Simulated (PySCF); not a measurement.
# Ag³⁷⁺, Cd³⁸⁺, In³⁹⁺: ionisation energies with spin-orbit coupling

Aim: the ionisation energy of these ions from differences of total energies, at each level of theory, and how far each lands from the tabulated value where there is one.

Program: PySCF 2.14.0. Level of theory: two-component X2C-1e, generalised determinants. These are calculated values, not measurements, unless marked.

**1. The system**

| Quantity | Value |
| --- | --- |
| Elements | silver (Z = 47), cadmium (Z = 48), indium (Z = 49) |
| Basis | one for each species, given in its step |
| Hamiltonian | two-component X2C-1e, Gaussian nucleus, no Breit or QED terms; spin-orbit coupling, run by run: off; screened by Boettger's factors |
| Core shells frozen in the correlated runs | none (for Ag³⁷⁺) |
| State 1 | Ag³⁷⁺: [Ne] |
| State 2 | Cd³⁸⁺: [Ne] |
| State 3 | In³⁹⁺: [Ne] |
| Needed too, but not shown | Ag³⁸⁺ [He] 2s2 2p5 (2P), Cd³⁹⁺ [He] 2s2 2p5 (2P), In⁴⁰⁺ [He] 2s2 2p5 (2P) |
| Methods | GHF, GMP2 |

The outer shells:

Ag37+ [Ne]
```
[He] core
2s [↑↓]
2p [↑↓][↑↓][↑↓]
```

Cd38+ [Ne]
```
[He] core
2s [↑↓]
2p [↑↓][↑↓][↑↓]
```

In39+ [Ne]
```
[He] core
2s [↑↓]
2p [↑↓][↑↓][↑↓]
```

All steps ran in one process of a driver on top of PySCF, which takes the settings above as its task.

The integrals over 106 functions and the set-up took 0.34 s of CPU time.

**2. Ag³⁷⁺: the ladder of methods**

Basis: an even-tempered Gaussian basis (17 s from 17 bohr⁻², ratio 2.4; 12 p from 21 bohr⁻², ratio 2.4; 5 d from 83 bohr⁻², ratio 2.6; 4 f from 120 bohr⁻², ratio 2.6).

#### GHF (spin-free)

What it wrote:

```text
cycle= 1 E= -4126.1452028897  delta_E= -4.13e+03  |FDS-SDF|= 0.00243
cycle= 2 E= -4126.1452034656  delta_E= -5.76e-07  |FDS-SDF|= 0.000131
cycle= 3 E= -4126.1452034668  delta_E= -1.13e-09  |FDS-SDF|= 1.14e-06
```

CPU time 1.9 s on a shared host, the integrals not counted.

Occupied spinors (without spin-orbit coupling the j labels only name the start):

```csv
spinor shell,electrons,mean energy (eV),weight of the nominal j,rms radius (bohr)
1s1/2,2,-27933.5,1.000,0.0356
2s1/2,2,-5995.9,1.000,0.143
2p1/2,2,-5615.7,0.673,0.126
2p3/2,4,-5615.7,0.837,0.126
```

M_J = 0, ⟨J²⟩ = 0.000, ⟨L²⟩ = 0.000, ⟨S²⟩ = 0.000.

#### GMP2 (spin-free)

This step left no log, only its results.

CPU time 0.91 s on a shared host, the integrals not counted.

With 10 electrons correlated and 32 very high virtual spinors dropped, the MP2 correlation energy is -0.39695 hartree. Largest pairs: 2p1/2-2p3/2 -0.0974, 2p3/2-2p3/2 -0.0964, 2p3/2-2s1/2 -0.0467, 1s1/2-1s1/2 -0.0430, 1s1/2-2p3/2 -0.0292.

At this charge the one-electron X2C treatment keeps the bare 1/r₁₂, with no two-electron picture change or Breit term, which inflates the 1s pair energies well beyond their four-component values.

#### GHF (screened spin-orbit)

What it wrote:

```text
cycle= 1 E= -4126.9741271414  delta_E= -4.13e+03  |FDS-SDF|= 0.102
cycle= 2 E= -4126.9748359795  delta_E= -0.000709  |FDS-SDF|= 0.00326
cycle= 3 E= -4126.9748371643  delta_E= -1.18e-06  |FDS-SDF|= 2.95e-05
cycle= 4 E= -4126.9748371645  delta_E= -1.56e-10  |FDS-SDF|= 2.88e-07
```

It used 2.4 s of CPU time after the integrals (shared host).

Occupied spinors:

| spinor shell | electrons | mean energy (eV) | weight of the nominal j | rms radius (bohr) |
| --- | --- | --- | --- | --- |
| 1s1/2 | 2 | -27932.2 | 1.000 | 0.0356 |
| 2s1/2 | 2 | -5995.6 | 1.000 | 0.143 |
| 2p1/2 | 2 | -5742.1 | 1.000 | 0.123 |
| 2p3/2 | 4 | -5557.7 | 1.000 | 0.128 |

M_J = 0, ⟨J²⟩ = 0.000, ⟨L²⟩ = 0.005, ⟨S²⟩ = 0.005.

#### GMP2 (screened spin-orbit)

This step left no log, only its results.

It used 0.33 s of CPU time after the integrals (shared host).

With 10 electrons correlated and 32 very high virtual spinors dropped, the MP2 correlation energy is -0.39716 hartree. Largest pairs: 2p1/2-2p3/2 -0.0999, 2p3/2-2p3/2 -0.0946, 2p3/2-2s1/2 -0.0464, 1s1/2-1s1/2 -0.0430, 1s1/2-2p3/2 -0.0281.

**3. Cd³⁸⁺, method by method**

Basis: an even-tempered Gaussian basis (17 s from 17 bohr⁻², ratio 2.4; 12 p from 23 bohr⁻², ratio 2.4; 5 d from 87 bohr⁻², ratio 2.6; 4 f from 130 bohr⁻², ratio 2.6).

#### GHF (spin-free)

What it wrote:

```text
cycle= 1 E= -4317.1392428615  delta_E= -4.32e+03  |FDS-SDF|= 0.0027
cycle= 2 E= -4317.1392435384  delta_E= -6.77e-07  |FDS-SDF|= 0.000141
cycle= 3 E= -4317.1392435397  delta_E= -1.27e-09  |FDS-SDF|= 1.22e-06
```

CPU time 1.9 s on a shared host, the integrals not counted.

Occupied spinors (without spin-orbit coupling the j labels only name the start):

| spinor shell | electrons | mean energy (eV) | weight of the nominal j | rms radius (bohr) |
| --- | --- | --- | --- | --- |
| 1s1/2 | 2 | -29235.8 | 1.000 | 0.0348 |
| 2s1/2 | 2 | -6301.5 | 1.000 | 0.139 |
| 2p3/2 | 4 | -5901.8 | 0.829 | 0.123 |
| 2p1/2 | 2 | -5901.8 | 0.657 | 0.123 |

M_J = 0, ⟨J²⟩ = 0.000, ⟨L²⟩ = 0.000, ⟨S²⟩ = 0.000.

#### GMP2 (spin-free)

This step left no log, only its results.

CPU time 0.76 s on a shared host, the integrals not counted.

With 10 electrons correlated and 32 very high virtual spinors dropped, the MP2 correlation energy is -0.39805 hartree. Largest pairs: 2p1/2-2p3/2 -0.0975, 2p3/2-2p3/2 -0.0965, 2p3/2-2s1/2 -0.0467, 1s1/2-1s1/2 -0.0433, 1s1/2-2p3/2 -0.0294.

#### GHF (screened spin-orbit)

What it wrote:

```text
cycle= 1 E= -4318.0863349581  delta_E= -4.32e+03  |FDS-SDF|= 0.109
cycle= 2 E= -4318.0871130591  delta_E= -0.000778  |FDS-SDF|= 0.0034
cycle= 3 E= -4318.0871143019  delta_E= -1.24e-06  |FDS-SDF|= 3e-05
cycle= 4 E= -4318.0871143021  delta_E= -1.56e-10  |FDS-SDF|= 3.03e-07
```

CPU time 2.4 s on a shared host, the integrals not counted.

Occupied spinors:

| spinor shell | electrons | mean energy (eV) | weight of the nominal j | rms radius (bohr) |
| --- | --- | --- | --- | --- |
| 1s1/2 | 2 | -29234.3 | 1.000 | 0.0348 |
| 2s1/2 | 2 | -6301.1 | 1.000 | 0.139 |
| 2p1/2 | 2 | -6040.7 | 1.000 | 0.120 |
| 2p3/2 | 4 | -5838.3 | 1.000 | 0.125 |

M_J = 0, ⟨J²⟩ = 0.000, ⟨L²⟩ = 0.005, ⟨S²⟩ = 0.005.

#### GMP2 (screened spin-orbit)

The driver printed no log here.

It used 0.35 s of CPU time after the integrals (shared host).

With 10 electrons correlated and 32 very high virtual spinors dropped, the MP2 correlation energy is -0.39828 hartree. Largest pairs: 2p1/2-2p3/2 -0.1001, 2p3/2-2p3/2 -0.0947, 2p3/2-2s1/2 -0.0464, 1s1/2-1s1/2 -0.0433, 1s1/2-2p3/2 -0.0282.

**4. In³⁹⁺**

Basis: an uncontracted even-tempered set (17 s from 18 bohr⁻², ratio 2.4; 12 p from 24 bohr⁻², ratio 2.4; 5 d from 91 bohr⁻², ratio 2.6; 4 f from 140 bohr⁻², ratio 2.6).

#### GHF (spin-free)

What it wrote:

```text
cycle= 1 E= -4512.8247773661  delta_E= -4.51e+03  |FDS-SDF|= 0.00299
cycle= 2 E= -4512.8247781590  delta_E= -7.93e-07  |FDS-SDF|= 0.000154
cycle= 3 E= -4512.8247781604  delta_E= -1.43e-09  |FDS-SDF|= 1.3e-06
```

CPU time 1.9 s on a shared host, the integrals not counted.

Occupied spinors (without spin-orbit coupling the j labels only name the start):

```csv
spinor shell,electrons,mean energy (eV),weight of the nominal j,rms radius (bohr)
1s1/2,2,-30570.8,1.000,0.0340
2s1/2,2,-6615.4,1.000,0.136
2p3/2,4,-6195.3,0.839,0.121
2p1/2,2,-6195.3,0.679,0.121
```

M_J = 0, ⟨J²⟩ = 0.000, ⟨L²⟩ = 0.000, ⟨S²⟩ = 0.000.

#### GMP2 (spin-free)

The driver printed no log here.

CPU time 0.8 s on a shared host, the integrals not counted.

With 10 electrons correlated and 32 very high virtual spinors dropped, the MP2 correlation energy is -0.39920 hartree. Largest pairs: 2p1/2-2p3/2 -0.0977, 2p3/2-2p3/2 -0.0967, 2p3/2-2s1/2 -0.0468, 1s1/2-1s1/2 -0.0437, 1s1/2-2p3/2 -0.0295.

#### GHF (screened spin-orbit)

What it wrote:

```text
cycle= 1 E= -4513.9038696065  delta_E= -4.51e+03  |FDS-SDF|= 0.117
cycle= 2 E= -4513.9047222469  delta_E= -0.000853  |FDS-SDF|= 0.00358
cycle= 3 E= -4513.9047235497  delta_E= -1.3e-06  |FDS-SDF|= 3.07e-05
cycle= 4 E= -4513.9047235499  delta_E= -1.61e-10  |FDS-SDF|= 3.19e-07
```

It used 2.4 s of CPU time after the integrals (shared host).

Occupied spinors:

| spinor shell | electrons | mean energy (eV) | weight of the nominal j | rms radius (bohr) |
| --- | --- | --- | --- | --- |
| 1s1/2 | 2 | -30569.2 | 1.000 | 0.0340 |
| 2s1/2 | 2 | -6615.0 | 1.000 | 0.136 |
| 2p1/2 | 2 | -6347.6 | 1.000 | 0.117 |
| 2p3/2 | 4 | -6125.9 | 1.000 | 0.122 |

M_J = 0, ⟨J²⟩ = 0.000, ⟨L²⟩ = 0.006, ⟨S²⟩ = 0.006.

#### GMP2 (screened spin-orbit)

This step left no log, only its results.

It used 0.33 s of CPU time after the integrals (shared host).

With 10 electrons correlated and 32 very high virtual spinors dropped, the MP2 correlation energy is -0.39945 hartree. Largest pairs: 2p1/2-2p3/2 -0.1003, 2p3/2-2p3/2 -0.0948, 2p3/2-2s1/2 -0.0464, 1s1/2-1s1/2 -0.0437, 1s1/2-2p3/2 -0.0283.

**5. The energy differences**

Ionisation energy: Ag³⁷⁺ [Ne] → Ag³⁸⁺ [He] 2s2 2p5 [2p1/2^2 2p3/2^3, M_J = 3/2].

```
                    method  value (eV)  less the reference (eV)
           GHF (spin-free)      5612.4                    +54.4
          GMP2 (spin-free)      5613.9                    +55.9
 GHF (screened spin-orbit)      5554.5                     -3.5
GMP2 (screened spin-orbit)      5556.0                     -2.0
```

Reference: 5558 ± 3 eV (semi-empirical (NIST evaluation); NIST Atomic Spectra Database, ionization energies). For this ion Breit and QED terms and the two-electron picture change, all absent here, are large against electron correlation. The spin-free rows have the spin-orbit operator switched off.

Ionisation energy: Cd³⁸⁺ [Ne] → Cd³⁹⁺ [He] 2s2 2p5 [2p1/2^2 2p3/2^3, M_J = 3/2].

```
                    method  value (eV)  less the reference (eV)
           GHF (spin-free)      5898.5                    +59.5
          GMP2 (spin-free)      5900.0                    +61.0
 GHF (screened spin-orbit)      5835.2                     -3.8
GMP2 (screened spin-orbit)      5836.7                     -2.3
```

Reference: 5839 ± 3 eV (semi-empirical (NIST evaluation); NIST Atomic Spectra Database, ionization energies). For this ion Breit and QED terms and the two-electron picture change, all absent here, are large against electron correlation. The spin-free rows have the spin-orbit operator switched off.

Ionisation energy: In³⁹⁺ [Ne] → In⁴⁰⁺ [He] 2s2 2p5 [2p1/2^2 2p3/2^3, M_J = 3/2].

```
                    method  value (eV)  less the reference (eV)
           GHF (spin-free)      6192.0                    +66.0
          GMP2 (spin-free)      6193.5                    +67.5
 GHF (screened spin-orbit)      6122.8                     -3.2
GMP2 (screened spin-orbit)      6124.3                     -1.7
```

Reference: 6126 ± 3 eV (semi-empirical (NIST evaluation); NIST Atomic Spectra Database, ionization energies). For this ion Breit and QED terms and the two-electron picture change, all absent here, are large against electron correlation. The spin-free rows have the spin-orbit operator switched off.

The differences also use runs on Ag³⁸⁺ [He] 2s2 2p5 (2P), Cd³⁹⁺ [He] 2s2 2p5 (2P), In⁴⁰⁺ [He] 2s2 2p5 (2P), which are not shown here.

**6. Outcome**

| quantity | value |
| --- | --- |
| ionisation energy, Ag³⁷⁺ | GHF (spin-free) 5612.4, GMP2 (screened spin-orbit) 5556.0 eV; reference 5558 ± 3 |
| ionisation energy, Cd³⁸⁺ | GHF (spin-free) 5898.5, GMP2 (screened spin-orbit) 5836.7 eV; reference 5839 ± 3 |
| ionisation energy, In³⁹⁺ | GHF (spin-free) 6192.0, GMP2 (screened spin-orbit) 6124.3 eV; reference 6126 ± 3 |

What this shows: For the first difference the methods span 59.383 eV, from GHF (screened spin-orbit) (5554.5) to GMP2 (spin-free) (5613.9). The reference is uncertain or not like for like (spin-orbit coupling or other relativistic terms), so no ranking of close methods is drawn. Spin-orbit coupling moves the first difference by -57.895 eV at GMP2. All values hold for this basis alone; no basis-set limit was taken.
